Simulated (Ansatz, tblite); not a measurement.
# C₁₆H₁₀O₄S₂: rung by rung

One table from this session's results is given with a row withheld; the runs are named, their logs left out.

Method: as each input shows; program: Ansatz 0.2.0, Gaussian basis.

Plan: GFN1-xTB, GFN2-xTB, PBE-D4/def2-TZVP, r2SCAN-D4/def2-TZVP, PBE-D4/def2-SVP, PBE0-D4/def2-SVP.

1 further run of the same task is left out (set aside as unsound or not needed). Runs told in other sessions of the task aren't counted.

**The geometry**

The singlet was relaxed beforehand with PBE-D4/def2-SVP.

SMILES `Sc1ccc(-c2ccc(-c3ccc(-c4ccc(S)o4)o3)o2)o1`, 32 atoms, charge 0, spin multiplicity 1.

Bond lengths: S1–C2 1.749 Å, S1–H23 1.369 Å, C2–C3 1.383 Å, C2–O22 1.376 Å, C3–C4 1.426 Å, C3–H24 1.095 Å, C4–C5 1.388 Å, C4–H25 1.095 Å, C5–C6 1.434 Å, C5–O22 1.368 Å, C6–C7 1.389 Å, C6–O21 1.370 Å, C7–C8 1.422 Å, C7–H26 1.095 Å, C8–C9 1.390 Å, C8–H27 1.094 Å, C9–C10 1.432 Å, C9–O21 1.370 Å and more. Angles: C2–S1–H23 97.4°, S1–C2–C3 131.1°, S1–C2–O22 118.8°, C3–C2–O22 109.8°, C2–C3–C4 106.7°, C2–C3–H24 125.5°, C4–C3–H24 127.8°, C3–C4–C5 106.1°, C3–C4–H25 128.1°, C5–C4–H25 125.9°, C4–C5–C6 132.9°, C4–C5–O22 110.2°, C6–C5–O22 116.9°, C5–C6–C7 132.9°, C5–C6–O21 117.1°, C7–C6–O21 110.0°, C6–C7–C8 106.4°, C6–C7–H26 125.6° and more.

PBE0-D4/def2-TZVP was run before; its log isn't repeated, and its numbers join the tables.

Set-up of the first run:

Tight binding, by tblite at 300 K electronic temperature and without a spin-polarisation term:

```python
tblite.interface.Calculator('GFN1-xTB', numbers, positions, charge=0, uhf=0).singlepoint()
```

Tight binding, by tblite at 300 K electronic temperature and without a spin-polarisation term:

```python
tblite.interface.Calculator('GFN2-xTB', numbers, positions, charge=0, uhf=0).singlepoint()
```

start.molden holds the orbitals of an earlier run on this state, given as this run's starting guess.

The input, in.yaml:

```yaml
crystal:
  periodic: [false, false, false]
  atoms:
    - {symbol: S, position_ang: [7.924990, 0.120116, -0.324908]}
    - {symbol: C, position_ang: [6.308419, 0.681579, 0.035093]}
    - {symbol: C, position_ang: [5.845440, 1.919610, 0.443601]}
    - {symbol: C, position_ang: [4.421461, 1.846554, 0.440154]}
    - {symbol: C, position_ang: [4.103739, 0.557062, 0.035452]}
    - {symbol: C, position_ang: [2.857729, -0.132116, -0.137172]}
    - {symbol: C, position_ang: [2.538502, -1.424417, -0.533085]}
    - {symbol: C, position_ang: [1.119141, -1.511876, -0.511236]}
    - {symbol: C, position_ang: [0.655958, -0.266341, -0.104341]}
    - {symbol: C, position_ang: [-0.656131, 0.267083, 0.104878]}
    - {symbol: C, position_ang: [-1.119540, 1.512501, 0.511878]}
    - {symbol: C, position_ang: [-2.538900, 1.424821, 0.533601]}
    - {symbol: C, position_ang: [-2.857898, 0.132523, 0.137494]}
    - {symbol: C, position_ang: [-4.103716, -0.556917, -0.035492]}
    - {symbol: C, position_ang: [-4.420916, -1.846439, -0.440515]}
    - {symbol: C, position_ang: [-5.844866, -1.920018, -0.444105]}
    - {symbol: C, position_ang: [-6.308339, -0.682241, -0.035403]}
    - {symbol: S, position_ang: [-7.925202, -0.121370, 0.324158]}
    - {symbol: O, position_ang: [-5.244762, 0.150091, 0.226634]}
    - {symbol: O, position_ang: [-1.713578, -0.573445, -0.124531]}
    - {symbol: O, position_ang: [1.713539, 0.574073, 0.124863]}
    - {symbol: O, position_ang: [5.244518, -0.150413, -0.226641]}
    - {symbol: H, position_ang: [7.987448, -0.862081, 0.626334]}
    - {symbol: H, position_ang: [6.473405, 2.772317, 0.721883]}
    - {symbol: H, position_ang: [3.704945, 2.628008, 0.712085]}
    - {symbol: H, position_ang: [3.257164, -2.204117, -0.804495]}
    - {symbol: H, position_ang: [0.494353, -2.374958, -0.761345]}
    - {symbol: H, position_ang: [-0.494914, 2.375645, 0.762191]}
    - {symbol: H, position_ang: [-3.257684, 2.204387, 0.805061]}
    - {symbol: H, position_ang: [-3.704077, -2.627576, -0.712498]}
    - {symbol: H, position_ang: [-6.472486, -2.772920, -0.722547]}
    - {symbol: H, position_ang: [-7.987731, 0.860874, -0.627050]}
basis:
  gaussian: {orbitals: def2-TZVP, fitting: {mean_field: def2-universal-jkfit}, initial_orbitals: start.molden}
hamiltonian: {xc: pbe, dispersion: d4}
scf: {omitted_lower_state_checks: [starts]}
output: {forces: true, orbitals: {seedname: orbitals}}
```

Run with:

```bash
$ ansatz run in.yaml --threads 2 --pin off --events-out ev --progress --plain --max-ram 31744MiB --backend cuda --devices 0, --max-vram 18GiB
```

Steps of the session up to this table: PBE-D4/def2-TZVP; r2SCAN-D4/def2-TZVP; PBE-D4/def2-SVP; PBE0-D4/def2-SVP.

One of the session's tables, all rows but one given; the rest of the session is left out.

It belongs to the step «Binding energy». 

| level | binding an atom (eV) |
| --- | --- |
| PBE-D4/def2-SVP | 5.454 |
| PBE-D4/def2-TZVP | 5.359 |
| r2SCAN-D4/def2-TZVP | ? |
| PBE0-D4/def2-SVP | 5.281 |
| PBE0-D4/def2-TZVP | 5.192 |

Estimate the missing values for r2SCAN-D4/def2-TZVP.

As computed: binding an atom (eV): 5.148. In the column «binding an atom (eV)» it is the lowest.

Limits of these values: Free atoms were run apart at each level; binding is atoms less cluster, divided by the number of atoms, without zero-point or spin-orbit terms.
